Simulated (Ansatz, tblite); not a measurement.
# B2(F)4: rung by rung

An exercise on one series of results from a longer session: the logs are not shown, and one member is left open.

Program: Ansatz 0.2.0, Gaussian basis. Level of theory: as each input shows. These are calculated values, not measurements.

The runs, in order: GFN1-xTB, GFN2-xTB, PBE-D4/def2-TZVP, r2SCAN-D4/def2-TZVP, revPBE-D4/def2-TZVP, BHLYP-D4/def2-TZVP, B3LYP-D4/def2-TZVP, HSE06-D4/def2-TZVP, LDA/def2-TZVP, r2SCANh-D4/def2-TZVP, B97M-V/def2-TZVP, PBE-D4/def2-SVP, PBE0-D4/def2-SVP, HF/6-31G, B3LYP-D4/6-31G, PBE0-D4/def2-TZVPD, PBE-D4/def2-TZVPD, r2SCAN-D4/def2-TZVPD, CCSD(T)/def2-TZVPP, MP2/def2-TZVP, RPA/def2-TZVP.

**The geometry**

The singlet was relaxed beforehand with r2SCAN-D4/def2-SVP.

6 atoms, charge 0, spin multiplicity 1.

Bond lengths: B1–F2 1.323 Å, B1–F3 1.323 Å, B1–B4 1.719 Å, B4–F5 1.323 Å, B4–F6 1.323 Å. Angles: F2–B1–F3 116.6°, F2–B1–B4 121.7°, F3–B1–B4 121.7°, B1–B4–F5 121.6°, B1–B4–F6 121.8°, F5–B4–F6 116.6°.

Coordinates:

```xyz
6
charge 0, multiplicity 1
B    -0.3999   -0.7177   -0.2528
F     0.2120   -1.6332   -0.9854
F    -1.6595   -0.9606    0.0694
B     0.4005    0.7171    0.2537
F     0.3919    1.8135   -0.4861
F     1.0549    0.7810    1.4013
```

PBE0-D4/def2-TZVP was run before; its log isn't repeated, and its numbers join the tables.

Set-up of the first run:

Tight binding, by tblite at 300 K electronic temperature and without a spin-polarisation term:

```python
tblite.interface.Calculator('GFN1-xTB', numbers, positions, charge=0, uhf=0).singlepoint()
```

Tight binding, by tblite at 300 K electronic temperature and without a spin-polarisation term:

```python
tblite.interface.Calculator('GFN2-xTB', numbers, positions, charge=0, uhf=0).singlepoint()
```

start.molden holds the orbitals of an earlier run on this state, given as this run's starting guess.

Contents of in.yaml:

```yaml
crystal:
  periodic: [false, false, false]
  atoms:
    - {symbol: B, position_ang: [-0.399887, -0.717736, -0.252821]}
    - {symbol: F, position_ang: [0.212046, -1.633231, -0.985429]}
    - {symbol: F, position_ang: [-1.659456, -0.960613, 0.069368]}
    - {symbol: B, position_ang: [0.400506, 0.717074, 0.253661]}
    - {symbol: F, position_ang: [0.391870, 1.813492, -0.486064]}
    - {symbol: F, position_ang: [1.054921, 0.781013, 1.401285]}
basis:
  gaussian: {orbitals: def2-TZVP, initial_orbitals: start.molden}
hamiltonian: {xc: pbe, dispersion: d4}
scf: {omitted_lower_state_checks: [starts]}
output: {orbitals: {seedname: orbitals}}
```

Started as:

```console
$ ansatz run in.yaml --threads 4 --pin off --events-out ev --progress --plain --max-ram 3916MiB
```

Steps of the session up to this table: PBE-D4/def2-TZVP; r2SCAN-D4/def2-TZVP; revPBE-D4/def2-TZVP; BHLYP-D4/def2-TZVP; B3LYP-D4/def2-TZVP; HSE06-D4/def2-TZVP; LDA/def2-TZVP; r2SCANh-D4/def2-TZVP; B97M-V/def2-TZVP; PBE-D4/def2-SVP; PBE0-D4/def2-SVP; HF/6-31G; B3LYP-D4/6-31G; PBE0-D4/def2-TZVPD; PBE-D4/def2-TZVPD; r2SCAN-D4/def2-TZVPD; CCSD(T)/def2-TZVPP; MP2/def2-TZVP; RPA/def2-TZVP.

One table of the session follows, with a row left open; its other results are not shown here.

```
               level  HOMO (eV)  gap (eV)
            HF/6-31G     -14.69     17.28
       LDA/def2-TZVP      -8.57      6.26
     PBE-D4/def2-SVP      -8.11      6.40
    PBE-D4/def2-TZVP      -8.37      6.42
   PBE-D4/def2-TZVPD      -8.41      6.41
 revPBE-D4/def2-TZVP      -8.28      6.49
 r2SCAN-D4/def2-TZVP          ?         ?
r2SCAN-D4/def2-TZVPD      -8.78      7.16
    B97M-V/def2-TZVP      -8.84      7.20
r2SCANh-D4/def2-TZVP      -9.39      8.15
      B3LYP-D4/6-31G      -9.82      8.54
  B3LYP-D4/def2-TZVP      -9.86      8.65
    PBE0-D4/def2-SVP      -9.92      9.17
   PBE0-D4/def2-TZVP     -10.08      9.14
  PBE0-D4/def2-TZVPD     -10.11      9.13
  HSE06-D4/def2-TZVP      -9.67      8.34
  BHLYP-D4/def2-TZVP     -11.79     11.84
```

Q: Estimate the row for r2SCAN-D4/def2-TZVP from the others.

As computed: HOMO (eV): -8.75; gap (eV): 7.17. In the column «HOMO (eV)» it lies between r2SCAN-D4/def2-TZVPD (-8.78) and LDA/def2-TZVP (-8.57).
